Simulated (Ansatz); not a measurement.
# Nudged elastic band run: Si, charge +1

The input (input.yaml):

```yaml
crystal:
  lattice:
    - [10.86, 0.0, 0.0]
    - [0.0, 10.86, 0.0]
    - [0.0, 0.0, 10.86]
  atoms:
    - { symbol: Si, position: [0.50074607, 0.00047283, 0.00026537] }
    - { symbol: Si, position: [0.62554837, 0.12489014, 0.12499672] }
    - { symbol: Si, position: [0.75031506, 0.2493145, 0.00022855] }
    - { symbol: Si, position: [0.87470286, 0.37575171, 0.12313802] }
    - { symbol: Si, position: [0.75029693, 0.00046969, 0.24976413] }
    - { symbol: Si, position: [0.87549971, 0.1249128, 0.37490874] }
    - { symbol: Si, position: [0.00020252, -0.00051869, -0.00122255] }
    - { symbol: Si, position: [0.12553994, 0.12483996, 0.12503069] }
    - { symbol: Si, position: [0.25095762, 0.25022847, -0.00112441] }
    - { symbol: Si, position: [0.37651301, 0.37574402, 0.1267316] }
    - { symbol: Si, position: [0.4983738, 0.49767238, -0.00222226] }
    - { symbol: Si, position: [0.75305858, 0.75230138, -0.00245283] }
    - { symbol: Si, position: [0.87471306, 0.87402644, 0.1268521] }
    - { symbol: Si, position: [0.25097613, -0.00050535, 0.25118999] }
    - { symbol: Si, position: [0.37559704, 0.1248864, 0.37500527] }
    - { symbol: Si, position: [0.50079387, 0.24928568, 0.24980352] }
    - { symbol: Si, position: [0.62383248, 0.3756993, 0.37416504] }
    - { symbol: Si, position: [0.75295425, 0.49749865, 0.25239376] }
    - { symbol: Si, position: [0.87467183, 0.6267372, 0.37418869] }
    - { symbol: Si, position: [0.49941268, -0.00052088, 0.49961101] }
    - { symbol: Si, position: [0.62552264, 0.12487448, 0.62506923] }
    - { symbol: Si, position: [0.75172207, 0.25018101, 0.49965046] }
    - { symbol: Si, position: [0.87550662, 0.37490136, 0.62494554] }
    - { symbol: Si, position: [0.75175843, -0.0005046, 0.75039062] }
    - { symbol: Si, position: [0.87551114, 0.12489354, 0.8750603] }
    - { symbol: Si, position: [0.00116663, 0.50014409, 0.0002692] }
    - { symbol: Si, position: [0.12555798, 0.62487511, 0.12506843] }
    - { symbol: Si, position: [0.24998061, 0.74963229, 0.00028815] }
    - { symbol: Si, position: [0.37640631, 0.87401982, 0.1232155] }
    - { symbol: Si, position: [0.00018845, 0.2502986, 0.25116185] }
    - { symbol: Si, position: [0.12559042, 0.3749328, 0.37495929] }
    - { symbol: Si, position: [0.25003463, 0.50004225, 0.24973674] }
    - { symbol: Si, position: [0.37654803, 0.62306241, 0.37399654] }
    - { symbol: Si, position: [0.49836754, 0.75216187, 0.25217808] }
    - { symbol: Si, position: [0.62738937, 0.8740023, 0.3741365] }
    - { symbol: Si, position: [0.00067471, -1.241e-05, 0.50005779] }
    - { symbol: Si, position: [0.12549416, 0.12481645, 0.62506647] }
    - { symbol: Si, position: [0.250381, 0.24973173, 0.50018875] }
    - { symbol: Si, position: [0.37556504, 0.37494943, 0.62500096] }
    - { symbol: Si, position: [0.50077009, 0.50007126, 0.50055348] }
    - { symbol: Si, position: [0.62550183, 0.62484097, 0.62500883] }
    - { symbol: Si, position: [0.75024924, 0.74963163, 0.50058891] }
    - { symbol: Si, position: [0.87548424, 0.87484726, 0.62494024] }
    - { symbol: Si, position: [0.25051932, -4.296e-05, 0.74986272] }
    - { symbol: Si, position: [0.37563156, 0.1249388, 0.87504436] }
    - { symbol: Si, position: [0.49940213, 0.25036145, 0.75040158] }
    - { symbol: Si, position: [0.62741274, 0.37581169, 0.87591326] }
    - { symbol: Si, position: [0.75032793, 0.5000884, 0.74938063] }
    - { symbol: Si, position: [0.87473986, 0.62306477, 0.8758049] }
    - { symbol: Si, position: [0.00114744, 0.74965359, 0.24983954] }
    - { symbol: Si, position: [0.12566065, 0.87479759, 0.37497798] }
    - { symbol: Si, position: [0.00015319, 0.498707, 0.49958699] }
    - { symbol: Si, position: [0.12553381, 0.62485388, 0.6250098] }
    - { symbol: Si, position: [0.2509949, 0.75091994, 0.49958003] }
    - { symbol: Si, position: [0.37564348, 0.87474422, 0.62492395] }
    - { symbol: Si, position: [0.00069705, 0.24979513, 0.7499198] }
    - { symbol: Si, position: [0.12561451, 0.37495431, 0.87512902] }
    - { symbol: Si, position: [0.25094296, 0.49873631, 0.75043104] }
    - { symbol: Si, position: [0.3764211, 0.6267051, 0.87593919] }
    - { symbol: Si, position: [0.50077106, 0.74961069, 0.74944473] }
    - { symbol: Si, position: [0.62372082, 0.87400388, 0.8759093] }
    - { symbol: Si, position: [0.00020441, 0.75113626, 0.75033234] }
    - { symbol: Si, position: [0.12563458, 0.87482276, 0.87503773] }
magnetization:
  spin_polarized: true
total_charge: 1
basis:
  ecutwfc: 420.0
kpoints:
  mp_grid: { grid: [1, 1, 1] }
hamiltonian:
  xc: lda
  pseudopotentials: { kind: paw, azcp: { folder: soft_1 } }
scf:
  occupations: { method: fermi_dirac, width: 0.05 }
  lower_state_search: "off"
  max_iter: 94
neb:
  images: 3
  f_tol: 0.4
  max_iterations: 50
  order_check: false
  final_atoms:
    - { symbol: Si, position: [0.50095876, -0.00095942, 0.00179705] }
    - { symbol: Si, position: [0.62516031, 0.12562351, 0.12483969] }
    - { symbol: Si, position: [0.75000068, 0.24999839, -6.8e-07] }
    - { symbol: Si, position: [0.87484031, 0.37437417, 0.12483946] }
    - { symbol: Si, position: [0.74820295, -0.00095942, 0.24904124] }
    - { symbol: Si, position: [0.87626426, 0.12456389, 0.37456436] }
    - { symbol: Si, position: [-0.0009591, -0.0009591, -0.0017978] }
    - { symbol: Si, position: [0.12456414, 0.12456414, 0.12626336] }
    - { symbol: Si, position: [0.25000055, 0.25000055, -1.2e-07] }
    - { symbol: Si, position: [0.37543655, 0.37543655, 0.12626506] }
    - { symbol: Si, position: [0.50095943, 0.50095943, -0.00179865] }
    - { symbol: Si, position: [0.62369056, 0.62369056, 0.12630944] }
    - { symbol: Si, position: [0.87631494, 0.87631494, 0.12631482] }
    - { symbol: Si, position: [0.24998286, -9.73e-06, 0.24999032] }
    - { symbol: Si, position: [0.37482413, 0.12517414, 0.37517587] }
    - { symbol: Si, position: [0.50000928, 0.25001474, 0.24999072] }
    - { symbol: Si, position: [0.62373494, 0.37543655, 0.37456345] }
    - { symbol: Si, position: [0.75179865, 0.50095943, 0.24904057] }
    - { symbol: Si, position: [0.87484031, 0.62516054, 0.37562583] }
    - { symbol: Si, position: [0.50000968, -9.73e-06, 0.50001714] }
    - { symbol: Si, position: [0.62373664, 0.12456414, 0.62543586] }
    - { symbol: Si, position: [0.75000012, 0.25000055, 0.49999945] }
    - { symbol: Si, position: [0.87626426, 0.37543564, 0.62543611] }
    - { symbol: Si, position: [0.7517978, -0.0009591, 0.7509591] }
    - { symbol: Si, position: [0.87484058, 0.12562418, 0.87515942] }
    - { symbol: Si, position: [-0.00095942, 0.50095876, 0.00179705] }
    - { symbol: Si, position: [0.12562351, 0.62516031, 0.12483969] }
    - { symbol: Si, position: [0.24999839, 0.75000068, -6.8e-07] }
    - { symbol: Si, position: [0.37437417, 0.87484031, 0.12483946] }
    - { symbol: Si, position: [-9.73e-06, 0.24998286, 0.24999032] }
    - { symbol: Si, position: [0.12517414, 0.37482413, 0.37517587] }
    - { symbol: Si, position: [0.25001474, 0.50000928, 0.24999072] }
    - { symbol: Si, position: [0.37543655, 0.62373494, 0.37456345] }
    - { symbol: Si, position: [0.50095943, 0.75179865, 0.24904057] }
    - { symbol: Si, position: [0.62516054, 0.87484031, 0.37562583] }
    - { symbol: Si, position: [-9.69e-06, -9.69e-06, 0.49998344] }
    - { symbol: Si, position: [0.12517427, 0.12517427, 0.62482573] }
    - { symbol: Si, position: [0.24999895, 0.24999895, 0.50000105] }
    - { symbol: Si, position: [0.37482413, 0.37482413, 0.62482586] }
    - { symbol: Si, position: [0.50000928, 0.50000928, 0.49998526] }
    - { symbol: Si, position: [0.62516031, 0.62516031, 0.62437649] }
    - { symbol: Si, position: [0.75000068, 0.75000068, 0.50000161] }
    - { symbol: Si, position: [0.87484058, 0.87484058, 0.62437582] }
    - { symbol: Si, position: [0.25001656, -9.69e-06, 0.75000969] }
    - { symbol: Si, position: [0.37543564, 0.12456389, 0.87373574] }
    - { symbol: Si, position: [0.50000968, 0.24998286, 0.75000973] }
    - { symbol: Si, position: [0.62516054, 0.37437417, 0.87515969] }
    - { symbol: Si, position: [0.74820295, 0.50095876, 0.75095942] }
    - { symbol: Si, position: [0.87631494, 0.62368518, 0.87368506] }
    - { symbol: Si, position: [-0.00095942, 0.74820295, 0.24904124] }
    - { symbol: Si, position: [0.12456389, 0.87626426, 0.37456436] }
    - { symbol: Si, position: [-9.73e-06, 0.50000968, 0.50001714] }
    - { symbol: Si, position: [0.12456414, 0.62373664, 0.62543586] }
    - { symbol: Si, position: [0.25000055, 0.75000012, 0.49999945] }
    - { symbol: Si, position: [0.37543564, 0.87626426, 0.62543611] }
    - { symbol: Si, position: [-9.69e-06, 0.25001656, 0.75000969] }
    - { symbol: Si, position: [0.12456389, 0.37543564, 0.87373574] }
    - { symbol: Si, position: [0.24998286, 0.50000968, 0.75000973] }
    - { symbol: Si, position: [0.37437417, 0.62516054, 0.87515969] }
    - { symbol: Si, position: [0.50095876, 0.74820295, 0.75095942] }
    - { symbol: Si, position: [0.62368518, 0.87631494, 0.87368506] }
    - { symbol: Si, position: [-0.0009591, 0.7517978, 0.7509591] }
    - { symbol: Si, position: [0.12562418, 0.87484058, 0.87515942] }
```

Run as:

```bash
$ ansatz run input.yaml --threads 4 --pin off --max-ram 10240MiB --backend cpu --events-out ev --progress --plain --runs-dir out
```

Output, in part (warnings, iteration lines):

```
NEB end point (image 0): max|allowed force component| = 9.547e-3 eV/Å (the criterion of neb.relax_end_points is 8.000e-2)
NEB end point (image 4): max|allowed force component| = 2.183e-2 eV/Å (the criterion of neb.relax_end_points is 8.000e-2)
NEB iter   1: max|band force component| = 5.998e-1 eV/Å  barrier→ = 1.0258 eV  barrier← = 1.0242 eV  Δτ_max = 0.1302 Å  (50 SCF iters)
NEB iter   2: max|band force component| = 2.821e-1 eV/Å  barrier→ = 0.6416 eV  barrier← = 0.6400 eV  CI = image 2  Δτ_max = 0.0000 Å  (25 SCF iters)
```

The forces met the threshold. The threshold of 0.4 eV/Å is loose, so the images may lie well off the minimum-energy path. The order of the point at the top wasn't checked. Limits of this set-up: coarse k mesh, PAW files made for another functional, a typed lattice constant that wasn't relaxed here, charged cell in a uniform background, uncorrected.

Final band (atoms are numbered from 1 in the order of the input):

```
image  path coordinate (Å)  energy (eV)  Si12–Si13 (Å)  Si12–Si49 (Å)  Si12–Si61 (Å)
    0                 0.00         0.00           2.34           2.34           2.34
    1                 0.65         0.22           2.47           2.47           2.47
    2                 1.30         0.64           2.84           2.84           2.83
    3                 1.95         0.24           3.36           3.36           3.36
    4                 2.60         0.00           3.88           3.88           3.88
```

The run took 63 s on 4 threads of Arm Neoverse V2, on a shared host, peak memory 2.8 GiB.
